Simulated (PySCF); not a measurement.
# InI⁻: basis, grid and Hamiltonian

Aim: see how much the energy and properties of InI⁻ depend on the numerical set-up.

The runs use PySCF 2.14.0; method and basis as typed in the scripts.

4 further runs of the same task are left out: 2 for a known fault of the program, 2 that didn't finish.

## 1. The starting structure

InI⁻: 2 atoms, charge -1, spin multiplicity 2.

Bond lengths: In1–I2 2.660 Å.

## 2. The base run

File input.py:

```python
from pyscf import gto, scf, mp

mol = gto.M(
    atom='In 0 0 0; I 0 0 2.66',
    basis='sbkjc',
    ecp={'In': 'sbkjc', 'I': 'sbkjc'},
    charge=-1,
    spin=1,
    verbose=4,
)
mf = scf.UHF(mol)
mf.kernel()
mp.MP2(mf).kernel()
mf.dip_moment()
print('orbital energies (hartree):', [e[max(0, n-3):n+3].round(4) for e, n in zip(mf.mo_energy, mol.nelec)])
```

Started as:

```console
$ OMP_NUM_THREADS=1 python input.py
```

The log of this run is left out.

It gives: E(SCF) = -199.526368 Eh, 14 cycles, E(MP2) − E(SCF) = -0.21639 Eh, ⟨S²⟩ = 0.760.

The bond length is a typed value, not an optimised one. The dipole of an ion depends on the origin.

## 3. Lanl2dz

Run 1 changes basis set: sbkjc → lanl2dz. The core potential changes with it: totals don't compare.

File input.py:

```python
from pyscf import gto, scf, mp

mol = gto.M(
    atom='In 0 0 0; I 0 0 2.66',
    basis='lanl2dz',
    ecp={'In': 'lanl2dz', 'I': 'lanl2dz'},
    charge=-1,
    spin=1,
    verbose=4,
)
mf = scf.UHF(mol)
mf.kernel()
mp.MP2(mf).kernel()
mf.dip_moment()
print('orbital energies (hartree):', [e[max(0, n-3):n+3].round(4) for e, n in zip(mf.mo_energy, mol.nelec)])
```

Started as:

```console
$ OMP_NUM_THREADS=1 python input.py
```

## 4. Cartesian functions on

Run 2 changes Cartesian functions: off → on.

input.py, as its differences from that of step 2:

```diff
@@ -8,2 +8,3 @@
     spin=1,
+    cart=True,
     verbose=4,
```

Before running it: what results should come out? Wanted: for each run, E(SCF); from base; gap, α spin; after the SCF.

**Answer**, as computed:

```
                   run  E(SCF) (hartree)  from base (eV)  cycles  gap, α spin (eV)  functions              after the SCF
                  base       -199.526368               0      14              6.14         39  MP2 correlation -5.888 eV
               lanl2dz        -13.020137  not comparable      10              5.21         16  MP2 correlation -0.853 eV
Cartesian functions on       -199.530146         -0.1028      13              6.14         42  MP2 correlation -6.327 eV
```

What this shows: The highest filled level of this anion is positive: the basis lacks diffuse functions or the electron is not bound, so these numbers hang on the basis.
